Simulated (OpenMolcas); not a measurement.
# Au²⁺ among point charges: CASSCF and CASPT2 levels and susceptibility

Aim: the splitting of the states of Au²⁺ in the field of 5 point charges, its lowest levels with spin-orbit coupling and its magnetic susceptibility.

Program: OpenMolcas 26.06. Level of theory: state-averaged CASSCF and CASPT2, spin-orbit coupling by RASSI with atomic mean-field integrals. These are calculated values, not measurements, unless marked.

### 1 What is computed

```
Species                           : Au²⁺ (gold, Z = 79, 77 electrons)
Basis                             : ANO-RCC-VDZP [7s6p4d2f], 59 functions
Scalar Hamiltonian                : DKH2, point nucleus
Inactive shells                   : 1s 2s 2p 3s 3p 3d 4s 4p 4d 4f 5s 5p
Active space                      : 9 electrons in 5 orbitals (5d)
Some configurations of this space : 5d9
Orbitals                          : optimised for each spin and parity, averaged over all roots
```

The outer shells:

5d9
```
5d [↑↓][↑↓][↑↓][↑↓][↑ ]
```

The ion sits among 5 point charges of -1.6 e arranged as a square pyramid (C4v), 1.98 Å from the ion, with the axial distance 2.000 Å.

Each step is its own input file, run in one work folder so that later steps find the files of earlier ones. Labels, J, g values, rates, χT and fits are worked out afterwards by a script from the matrices that RASSI stores.

### 2 Basis and integrals

File a.inp:

```
&GATEWAY
Coord
1

Au 0.0 0.0 0.0
Basis=ANO-RCC-VDZP
Group=NoSym
NoMove
AngMom=0.0 0.0 0.0
AMFI
XField
5 Angstrom 0
1.980000 0.000000 0.000000 -1.600000
0.000000 1.980000 0.000000 -1.600000
-1.980000 0.000000 0.000000 -1.600000
0.000000 -1.980000 0.000000 -1.600000
0.000000 0.000000 1.999800 -1.600000
&SEWARD
```

Launch:

```sh
$ OMP_NUM_THREADS=1 MOLCAS_MEM=1689 MOLCAS_PROJECT=a pymolcas a.inp > a.log
```

What it wrote:

```text
Basis set label: AU.ANO-RCC...7S6P4D2F.

      Electronic valence basis set:
      ------------------
      Associated Effective Charge  79.000000 au
      Associated Actual Charge     79.000000 au
      Nuclear Model: Point charge

      Shell  nPrim  nBasis  Cartesian Spherical Contaminant
         s      24       7        X
         p      21       6        X
         d      15       4                 X
         f      11       2                 X
                  Relativistic Douglas-Kroll-Hess integrals:
                    - DKH order of Hamiltonian: 2
                    - DKH order of Properties : 0
                  Atomic mean-field integrals
```

### 3 CASSCF: doublets, 5 roots

File a.inp:

```
&RASSCF
FileOrb=start.orb
Symmetry=1
Spin=2
nActEl=9 0 0
Inactive=34
Ras2=5
CIRoot=5 5 1
SDav=5
CIMx=300
Iter=120 100
PrWF=0.3
OrbListing=Nothing
MaxOrb=0
>>> COPY $Project.JobIph JOB001
```

start.orb holds the contracted functions of the basis, ordered by shell, or the orbitals of the step before.

What it wrote, cut to the lines that bear on the results:

```text
[...]
      Number of active orbitals                  5
[...]
      Spin quantum number                      0.5
[...]
      Active orbitals                            5
[...]
      Number of CSFs                             5
      Number of root(s) required                 5
[...]
      Convergence after 12 iterations
[...]
      Natural orbitals and occupation numbers for root  1
      sym 1:   1.000000   2.000000   2.000000   2.000000   2.000000
      Natural orbitals and occupation numbers for root  2
      sym 1:   1.000000   2.000000   2.000000   2.000000   2.000000
      Natural orbitals and occupation numbers for root  3
      sym 1:   2.000000   2.000000   2.000000   1.000000   2.000000
::    RASSCF root number  1 Total energy: -18997.07409147
::    RASSCF root number  2 Total energy: -18997.03484478
::    RASSCF root number  3 Total energy: -18997.00427991
::    RASSCF root number  4 Total energy: -18997.00427991
::    RASSCF root number  5 Total energy: -18996.99499792
```

### 4 State interaction with spin-orbit coupling

File a.inp:

```
&RASSI
NrOfJobIphs=1 5
1 2 3 4 5
IphNames
JOB001
EJob
SpinOrbit
DIPRint=1.0
SOCoupling=1000.0
Subsets=2
Property=9
'ANGMOM' 1 'ANGMOM' 2 'ANGMOM' 3 'MLTPL  1' 1 'MLTPL  1' 2 'MLTPL  1' 3
'AMFI' 1 'AMFI' 2 'AMFI' 3
SOProperty=3
'ANGMOM' 1 'ANGMOM' 2 'ANGMOM' 3
```

Launch:

```sh
$ OMP_NUM_THREADS=1 MOLCAS_MEM=1689 MOLCAS_PROJECT=a pymolcas a.inp > a.log
```

What it wrote, cut to the lines that bear on the results:

```text
SPIN-FREE ENERGIES:
  (Shifted by EMIN (a.u.) =     -18997.0740914695)
 SF State       Relative EMIN(au)   Rel lowest level(eV)    D:o, cm**(-1)      L_eff
     1             0.0000000000        0.0000000000              0.0000         2.0
     2             0.0392466869        1.0679567558           8613.6521         2.0
     3             0.0698115612        1.8996693558          15321.8667         1.9
     4             0.0698115612        1.8996693558          15321.8667         1.9
     5             0.0790935531        2.1522452225          17359.0284         1.8
     Dipole printing threshold changed to   1.00000000E+00
[...]
Eigenvalues of complex Hamiltonian:
   -----------------------------------
  (Shifted by EMIN (a.u.) =     -18997.0740914695)
 SO State       Relative EMIN(au)   Rel lowest level(eV)    D:o, cm**(-1)     J-value
     1            -0.0139514747        0.0000000000              0.0000         1.2
     2            -0.0139514747        0.0000000000              0.0000         1.2
     3             0.0322591864        1.2574561475          10142.0678         1.9
     4             0.0322591864        1.2574561475          10142.0678         1.9
     5             0.0540425277        1.8502110613          14922.9586         2.3
     6             0.0540425277        1.8502110613          14922.9586         2.3
     7             0.0788495784        2.5252453015          20367.4769         1.0
     8             0.0788495784        2.5252453015          20367.4769         1.0
     9             0.1067635446        3.2848230155          26493.8844         1.3
    10             0.1067635446        3.2848230155          26493.8844         1.3
Weights of the five most important spin-orbit-free states for each spin-orbit state.
[...]
```

Time for these steps: 1.9 s (1 thread, shared host).

Spin-free states:

| state | degeneracy | E (cm-1) | free-ion L (%) |
| --- | --- | --- | --- |
| doublet | 1 | 0 | D (100) |
| doublet | 1 | 8614 | D (100) |
| doublet | 2 | 15322 | D (100) |
| doublet | 1 | 17359 | D (100) |

With spin-orbit coupling:

```tsv
E (cm-1)	Degeneracy	2S+1	g
0.0	2	2	1.82 1.82 4.78
10142	2	2	1.81 1.89 1.89
14923	2	2	1.05 3.32 3.32
20367	2	2	0.06 0.06 2.97
26494	2	2	0.95 1.32 1.32
```

Principal g values are given for doublets only; a zero marks a field direction without first-order Zeeman splitting.

Powder χT (cm³ K/mol): 0.92 at 2 K, 0.92 at 5 K, 0.92 at 10 K, 0.92 at 20 K, 0.93 at 50 K, 0.93 at 100 K, 0.93 at 150 K, 0.94 at 200 K, 0.94 at 250 K, 0.95 at 300 K.

Orbitals of the lowest block (energies include the constant potential of the surroundings):

| shell | space | energy (hartree) | mean occupation | ⟨r²⟩ (bohr²) |
| --- | --- | --- | --- | --- |
| 1s | inactive | -2974.7237 | 2.000 | 0.000362 |
| 2s | inactive | -529.8396 | 2.000 | 0.00591 |
| 2p | inactive | -460.3534 | 6.000 | 0.00497 |
| 3s | inactive | -126.6415 | 2.000 | 0.0385 |
| 3p | inactive | -106.0114 | 6.000 | 0.0394 |
| 3d | inactive | -82.7974 | 10.000 | 0.0330 |
| 4s | inactive | -27.8670 | 2.000 | 0.187 |
| 4p | inactive | -20.9443 | 6.000 | 0.212 |
| 4d | inactive | -12.2304 | 10.000 | 0.242 |
| 4f | inactive | -2.5701 | 14.000 | 0.296 |
| 5s | inactive | -3.4456 | 2.000 | 0.994 |
| 5p | inactive | -1.5017 | 6.000 | 1.30 |
| 5d | RAS2 |  | 9.000 | 2.98 |

### 5 CASPT2: IPEA 0.25, imaginary shift 0.1 (closed shells correlated: 4f 5s 5p)

File a.inp:

```
>>> COPY JOB001 $Project.JobIph
&CASPT2
Multistate=5 1 2 3 4 5
NoMult
Frozen=23
IPEA=0.25
Imaginary=0.1
MaxIter=60
WThr=0.0 0.3 0.05
PrWF=0.5
NoMix
```

What it wrote:

```text
Orbital specifications:
      -----------------------

      Symmetry species                           1
                                                 a
      Frozen orbitals                           23
      Inactive orbitals                         11
      Active orbitals                            5
      Secondary orbitals                        20
      Deleted orbitals                           0
      Number of basis functions                 59
Type of calculation                        SS-CASPT2
      Fock operator                              state-specific
      IPEA shift                                 0.25
      Real shift                                 0.00
      Imaginary shift                            0.10
      The input orbitals will be transformed to quasi-canonical
Reference energy:      -18997.0740914695
      E2 (Non-variational):      -0.3666890489
      Shift correction:          -0.0002768702
      E2 (Variational):          -0.3669659190
      Total energy:          -18997.4410573885
      Residual norm:              0.0000008901
      Reference weight:           0.91991
      Contributions to the CASPT2 correlation energy
      Active & Virtual Only:         -0.2023631225
      One Inactive Excited:          -0.1072432625
      Two Inactive Excited:          -0.0570826638
Reference energy:      -18997.0348447826
      E2 (Non-variational):      -0.3628074476
      Shift correction:          -0.0002753800
      E2 (Variational):          -0.3630828277
      Total energy:          -18997.3979276102
      Residual norm:              0.0000003563
      Reference weight:           0.92084
      Contributions to the CASPT2 correlation energy
      Active & Virtual Only:         -0.1996693728
      One Inactive Excited:          -0.1061772987
      Two Inactive Excited:          -0.0569607761
::    CASPT2 Root  1     Total energy: -18997.44105739
::    CASPT2 Root  2     Total energy: -18997.39792761
::    CASPT2 Root  3     Total energy: -18997.36753206
::    CASPT2 Root  4     Total energy: -18997.36753206
::    CASPT2 Root  5     Total energy: -18997.35109044
```

This run: 1.2 s of run time, 1 thread, shared host.

SS-CASPT2: lowest energy less the reference's lowest, -0.3670 hartree; reference weights 0.920 to 0.924.

Spin-free states:

| state | degeneracy | E (cm-1) | free-ion L (%) |
| --- | --- | --- | --- |
| doublet | 1 | 0 | D (100) |
| doublet | 1 | 9466 | D (100) |
| doublet | 2 | 16137 | D (100) |
| doublet | 1 | 19745 | D (100) |

With spin-orbit coupling:

```csv
E (cm-1),Degeneracy,2S+1,g
0,2,2,1.88 1.88 4.67
10790,2,2,1.70 1.96 1.96
16370,2,2,0.91 3.18 3.18
20950,2,2,0.08 0.08 2.96
27970,2,2,1.09 1.18 1.18
```

Powder χT (cm³ K/mol): 0.90 at 2 K, 0.90 at 5 K, 0.90 at 10 K, 0.90 at 20 K, 0.91 at 50 K, 0.91 at 100 K, 0.91 at 150 K, 0.92 at 200 K, 0.92 at 250 K, 0.92 at 300 K.

### 6 The methods side by side

A. CASSCF
B. SS-CASPT2, IPEA 0.25, imaginary shift 0.1 (closed shells correlated: 4f 5s 5p)

| method | ground state | first state of that spin (cm-1) | first gap with spin-orbit (cm-1) | χT at 300 K |
| --- | --- | --- | --- | --- |
| A | doublet | doublet 8614 | 10142.1 | 0.95 |
| B | doublet | doublet 9466 | 10794.9 | 0.92 |

### 7 What came out

```
                                            quantity                                                                           value
                                              method  SS-CASPT2, IPEA 0.25, imaginary shift 0.1 (closed shells correlated: 4f 5s 5p)
                              spin-free ground state                                             doublet, 1-fold in its orbital part
first state of the same spin within the active space                                                            doublet at 9470 cm⁻¹
                                        lowest level                                                    2-fold, g = 1.88, 1.88, 4.67
                                          next level                                                                    10794.9 cm⁻¹
                                         χT at 300 K                                                                  0.92 cm³ K/mol
                           effective moment at 300 K                                                                         2.72 μB
```

Cost by method:

| method | time of its own steps | time with the reference |
| --- | --- | --- |
| A. CASSCF | 1.9 s | 1.9 s |
| B. SS-CASPT2, IPEA 0.25, imaginary shift 0.1, +4f 5s 5p | 1.2 s | 3.1 s |

Times are of one thread on a shared host.

What this shows: The spin-free ground state (doublet) comes to 100 % from free-ion D terms and keeps the highest spin of the shell. χT at 300 K is 0.92, against 0.38 cm³ K/mol for the spin alone, so orbital moment adds to it. The field of point charges can differ much from that of real complexes. This is an electrostatic model: the charges have no orbitals.
